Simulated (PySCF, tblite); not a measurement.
# C₅H₈GeN₂S: geometry, infrared bands and NMR shifts

Aim: predict the infrared bands and NMR shifts of C₅H₈GeN₂S (`[H]/N=C\c1cc([CH2][GeH3])sn1`).

Computed with tblite 0.8.0 and PySCF 2.14.0, with density-fitted response routines of our own, on a single molecule in the gas phase. Atoms are numbered from 0 throughout.

### 1 Starting geometry

17 atoms, charge 0, multiplicity 1; geometry from: force field or distance geometry start.

Bonds of the start (Å): N0–C1 1.31, C1–C2 1.46, C2–C3 1.43, C3–C4 1.39, C4–C5 1.50, C5–Ge6 1.94, C4–S7 1.66, S7–N8 1.66, N8–C2 1.36, N0–H9 1.04, C1–H10 1.08, C3–H11 1.07, C5–H12 1.10, C5–H13 1.11, Ge6–H14 1.56, Ge6–H15 1.56, Ge6–H16 1.55.

### 2 Geometry optimisation with GFN2-xTB

The job: settings as JSON, then the geometry in Å.

```
{"job": {"kind": "relax", "xc": "GFN2-xTB", "basis": "xTB"}, "charge": 0, "multiplicity": 1}
N      4.108900    -0.363000     0.594000
C      3.020500     0.352100     0.439400
C      1.769400    -0.250000    -0.012000
C      0.585900     0.533300    -0.178300
C     -0.496500    -0.217900    -0.615200
C     -1.903500     0.253200    -0.816700
Ge    -2.863200     0.152000     0.869300
S      0.070700    -1.772900    -0.766200
N      1.652500    -1.573100    -0.309800
H      4.127300    -1.385600     0.397400
H      3.058700     1.403500     0.674400
H      0.526700     1.581200     0.052200
H     -2.414600    -0.380000    -1.557200
H     -1.895800     1.304100    -1.174000
H     -2.160100     1.052000     1.925000
H     -2.875500    -1.319000     1.379400
H     -4.318500     0.642000     0.668500
```

Run with:

```bash
$ OMP_NUM_THREADS=1 python probes_run.py task.json out
```

The driver reads the jobs from task.json and runs them one after another.

**Question.** This job is followed by: GFN2-xTB harmonic vibrations, gas phase; GIAO PBE0/pcSseg-1 NMR shielding, non-relativistic, gas phase. What will the session give for the following? strongest single infrared mode (GFN2-xTB); zero-point energy (GFN2-xTB); 13C shifts against TMS (PBE0/pcSseg-1); 1H shifts against TMS (PBE0/pcSseg-1, means over atoms taken as alike); 15N shifts against NH3 (PBE0/pcSseg-1); 73Ge shifts against GeMe4 (PBE0/pcSseg-1); 33S shifts against CS2 (PBE0/pcSseg-1); surface potential, 1st and 99th percentile.

**Answer**, as computed:

```
                                                              quantity                                 value
                             strongest single infrared mode (GFN2-xTB)                 2087 cm⁻¹, 461 km/mol
                                          zero-point energy (GFN2-xTB)                         71.5 kcal/mol
                                13C shifts against TMS (PBE0/pcSseg-1)  183.4, 165.7, 163.0, 125.0, 14.5 ppm
1H shifts against TMS (PBE0/pcSseg-1, means over atoms taken as alike)     12.71, 8.54, 6.98, 3.73, 2.88 ppm
                                15N shifts against NH3 (PBE0/pcSseg-1)                      366.4, 333.7 ppm
                             73Ge shifts against GeMe4 (PBE0/pcSseg-1)                              -191 ppm
                                33S shifts against CS2 (PBE0/pcSseg-1)                               398 ppm
                                 surface potential, 1st and 99th percentile                    -1.97 V and 1.40 V
```

In words: Relaxing lowered the energy by 0.567 eV in 90 steps; the close pair that moved most is C4–S7, from 1.662 to 1.733 Å. All 45 modes are real, so the xTB geometry is a minimum. The strongest single mode, at 2087 cm⁻¹, moves mainly H16 and H14. Unscaled tight-binding wavenumbers are off by several per cent, some by more. Its intensities can rank the bands wrongly. At PBE0/pcSseg-1: The largest span, 718 ppm, is at N0, where the paramagnetic term is -419 ppm. NICS(1)zz of -25 ppm above the planar ring from C2 marks a diatropic (aromatic) ring current. By nearest atom (PBE0/pcSseg-1), the HOMO sits on S7 23 %; N8 20 % and the LUMO on N8 22 %; S7 17 %. Spin-orbit coupling is left out, which matters for shieldings and couplings at and beside the heavy atoms.
